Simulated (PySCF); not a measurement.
**A gas-phase reaction: AlFH2O2 + BrH → AlBrH2O2 + FH**

Wanted: the reaction energy for `[OH][Al]([OH])[F]` + `Br` → `[OH][Al]([OH])[Br]` + `F`.

Computed with PySCF 2.14.0; each step states its level. No surroundings beyond the atoms listed, unless a continuum is named. Atoms count from 0, parts from 1.

## Step 1: Starting point

Each species was relaxed by itself at PBE0-D3(BJ)/def2-SVPD.

## Step 2: Reaction energy: wB97M-D3(BJ)/def2-TZVPD

What the job is given:

```
{"job": {"kind": "react", "xc": "wB97M-D3(BJ)", "basis": "def2-TZVPD"}, "charge": 0, "multiplicity": 1}
-1 AlFH2O2 charge 0 multiplicity 1
O      0.247990    -1.088270    -0.907660
Al     0.260040     0.210750     0.185340
O     -1.173650     0.916520     0.747080
F      1.696900     0.836750     0.746560
H      1.023690    -1.522940    -1.261520
H     -2.054880     0.646840     0.489470

-1 BrH charge 0 multiplicity 1
Br     0.714910    -0.007320    -0.002830
H     -0.708720     0.010790     0.002360

+1 AlBrH2O2 charge 0 multiplicity 1
O      0.150220     1.546560     0.579560
Al    -0.026760    -0.055650     0.046820
O      0.331260    -0.384400    -1.579040
Br    -0.696810    -1.686900     1.447650
H     -0.044290     1.851150     1.465790
H      0.248490    -1.241870    -1.995500

+1 FH charge 0 multiplicity 1
F      0.458700     0.034080     0.010660
H     -0.458700    -0.034080    -0.010660
```

Level: wB97M-D3(BJ)/def2-TZVPD reaction energy of separated species, gas phase.

The run is started by

```sh
$ OMP_NUM_THREADS=1 python cluster_run.py task.json out
```

The driver reads the jobs from task.json and runs them one after another.

**Question.** The jobs that follow are: PBE0-D3(BJ)/def2-TZVPD reaction energy of separated species, gas phase; MP2/def2-TZVPD reaction energy of separated species, gas phase. Predict: reaction energy (wB97M-D3(BJ)/def2-TZVPD); ΔH, ΔG at 298 K (xTB thermal terms). Thermal terms come from harmonic xTB runs on each species.

As calculated:

| quantity | value |
| --- | --- |
| reaction energy (wB97M-D3(BJ)/def2-TZVPD) | 5.08 kcal/mol |
| ΔH, ΔG at 298 K (xTB thermal terms) | +6.8, +6.8 kcal/mol |
| range of the reaction energy over the runs of this table | 2.92 to 5.08 kcal/mol |

**Reading.** The reaction is endothermic by 6.8 kcal/mol in the gas phase; dispersion gives -0.39, and xTB itself gave 9.30 for the electronic energy (xTB energies and thermal terms come from the earlier relaxation of each species, not shown). No barrier was sought. The reaction energy runs from 2.92 (PBE0-D3(BJ)/def2-TZVPD) to 5.08 kcal/mol (wB97M-D3(BJ)/def2-TZVPD).
